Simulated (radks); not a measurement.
**Ce⁴⁺ in [Kr] 4d10 5s1 5p6 6p1: an all-electron calculation**

Wanted: eigenvalues, radial structure and energy terms of the cerium ion Ce4+.

Program: radks (a radial shooting solver on a logarithmic mesh, Libxc functionals) version 1. Level of theory: Dirac Kohn-Sham, BLYP, spin-unpolarised, spherical densities, point nucleus; open shells fill j = l - 1/2 first. These are calculated values, not measurements, unless marked.

**1. What is computed**

* element: cerium (Z = 58)
* charge: +4
* electrons: 54
* configuration: [Kr] 4d10 5s1 5p6 6p1

**2. Self-consistent calculation**

Input:

```text
Z 58
configuration [Kr] 4d10 5s1 5p6 6p1 6s0 5d0 7p0
relativity Dirac
functional b88,lyp
spin unpolarised
j_filling energy
nucleus point
c 137.035999084
```

Q: Predict the outcome of this run.

As calculated:

```
                        quantity                   value
                    total energy      -8861.1791 hartree
exchange-correlation share of it                  2.36 %
                            −T/E                  1.0730
          highest occupied level       6p1/2, -26.992 eV
    most extended occupied level  6p1/2, <r> = 3.34 bohr
 radius at density 0.001 e/bohr³               4.30 bohr
    maxima of the radial density                       4
```

**Reading.** The radial density shows 4 maxima for 6 occupied principal shells; where shells overlap, one shows as a shoulder or not at all. Relativity lifts −T/E to 1.073. This is not the tabulated ground configuration, so its levels and sizes aren't those of the ground state, and no measured value stands beside it.
